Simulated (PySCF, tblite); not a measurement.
# C7H8NOP: geometry, infrared bands and NMR shifts

What infrared bands and NMR shifts should C7H8NOP (`CO/C=P/c1ccncc1`) show?

The runs use tblite 0.8.0 and PySCF 2.14.0, with density-fitted response routines of our own; the level of theory stands in each step. All values are computed, except where a source is named. Atoms are numbered from 0 throughout.

### Step 1. Starting geometry

18 atoms, charge 0, multiplicity 1; geometry from: force field or distance geometry start.

Bonds of the start (Å): C0–O1 1.42, O1–C2 1.37, C2–P3 1.68, P3–C4 1.84, C4–C5 1.38, C5–C6 1.37, C6–N7 1.34, N7–C8 1.35, C8–C9 1.39, C9–C4 1.38, C0–H10 1.10, C0–H11 1.12, C0–H12 1.12, C2–H13 1.09, C5–H14 1.09, C6–H15 1.11, C8–H16 1.09, C9–H17 1.10.

### Step 2. Optimising the geometry with GFN2-xTB

The job: settings as JSON, then the geometry in Å.

```
{"job": {"kind": "relax", "xc": "GFN2-xTB", "basis": "xTB"}, "charge": 0, "multiplicity": 1}
C      3.776400    -0.965200     1.082900
O      2.912700     0.080900     1.495700
C      1.902100     0.174700     0.581400
P      0.347000     0.181800     1.215800
C     -1.151300     0.300300     0.152500
C     -2.378700     0.647500     0.679000
C     -3.469200     0.738000    -0.151800
N     -3.402500     0.501100    -1.467500
C     -2.219400     0.154500    -2.011100
C     -1.086100     0.055200    -1.207500
H      4.619000    -1.113400     1.775100
H      4.179200    -0.698800     0.074600
H      3.190200    -1.917400     1.070500
H      2.082900     0.254100    -0.488400
H     -2.523400     0.866900     1.736900
H     -4.467800     1.008500     0.247200
H     -2.171800    -0.033500    -3.086500
H     -0.147900    -0.228800    -1.710500
```

The run is started by

```bash
OMP_NUM_THREADS=1 python probes_run.py task.json out
```

One launch serves the whole session: the jobs run in the order shown.

**Question.** This job is followed by: GFN2-xTB harmonic vibrations, gas phase; GIAO PBE0/pcSseg-1 NMR shielding, non-relativistic, gas phase. Predict these results of the whole session: strongest single infrared mode (GFN2-xTB); zero-point energy (GFN2-xTB); 13C shifts against TMS (PBE0/pcSseg-1, means over atoms taken as alike); 1H shifts against TMS (PBE0/pcSseg-1, means over atoms taken as alike); 17O shifts against H2O (PBE0/pcSseg-1); 31P shifts against H3PO4 (PBE0/pcSseg-1); 15N shifts against NH3 (PBE0/pcSseg-1); surface potential, 1st and 99th percentile.

The runs gave:

| quantity | value |
| --- | --- |
| strongest single infrared mode (GFN2-xTB) | 1215 cm⁻¹, 406 km/mol |
| zero-point energy (GFN2-xTB) | 83.5 kcal/mol |
| 13C shifts against TMS (PBE0/pcSseg-1, means over atoms taken as alike) | 223.7, 158.9, 155.1, 131.5, 62.4 ppm |
| 1H shifts against TMS (PBE0/pcSseg-1, means over atoms taken as alike) | 9.24, 8.86, 7.50, 3.94 ppm |
| 17O shifts against H2O (PBE0/pcSseg-1) | 164.0 ppm |
| 31P shifts against H3PO4 (PBE0/pcSseg-1) | 165.3 ppm |
| 15N shifts against NH3 (PBE0/pcSseg-1) | 355.6 ppm |
| surface potential, 1st and 99th percentile | -1.77 V and 1.30 V |

In words: Relaxing lowered the energy by 0.812 eV in 147 steps; the close pair that moved most is C6–H15, from 1.109 to 1.083 Å. No mode is imaginary among the 48: a minimum at this level. The strongest single mode, at 1215 cm⁻¹, is spread over several atoms, O1, C2, H13 among them. GFN2-xTB is a fitted tight-binding method: band positions and strengths are rough. Its intensities can rank the bands wrongly. At PBE0/pcSseg-1: The widest tensor belongs to N7: span 714 ppm, with a paramagnetic part of -420 ppm. NICS(1)zz of -27 ppm above the planar ring from C4 marks a diatropic (aromatic) ring current. At PBE0/pcSseg-1, counted by nearest atom on the grid, the HOMO lies on P3 39 %; C2 20 %, the LUMO on C2 28 %; P3 25 %.
